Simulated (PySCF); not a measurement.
# C9H7N: the cost of one run

Computed with PySCF 2.14.0 and routines of our own; the level stands in each step. Atoms count from 0.

## 1. The system as given

17 atoms, charge 0, multiplicity 1; geometry from: GFN2-xTB.

## 2. Geometry optimisation at PBE0-D3(BJ)/def2-SVP

The job: settings as JSON, then the geometry in Å.

```
{"job": {"xc": "PBE0", "basis": "def2-SVP", "d3": "d3bj", "grid": 2, "kind": "geom"}, "charge": 0, "multiplicity": 1}
C     -2.537388    -0.005906    -0.217566
C     -1.745932     1.135818    -0.117038
C     -0.410923     0.746968    -0.013421
C      0.690801     1.570095     0.105212
C      2.029987     1.190881     0.206666
N      2.604954     0.007562     0.219139
C      2.041801    -1.178674     0.138124
C      0.706256    -1.564639     0.015825
C     -0.403374    -0.746886    -0.055552
C     -1.734397    -1.143248    -0.180611
H     -3.609513    -0.010233    -0.310248
H     -2.098981     2.150415    -0.118746
H      0.493496     2.636281     0.120664
H      2.752345     1.998819     0.291526
H      2.771712    -1.983504     0.175188
H      0.519889    -2.632141    -0.029377
H     -2.077731    -2.159578    -0.239695
```

Command:

```console
$ OMP_NUM_THREADS=1 python excited_run.py task.json out
```

One launch serves the whole session: the jobs run in the order shown.

Q: Estimate the wall time and peak memory of this first job on 1 thread of Arm Neoverse V1, shared host.

About 1.7 min, with a peak of 0.81 GiB.
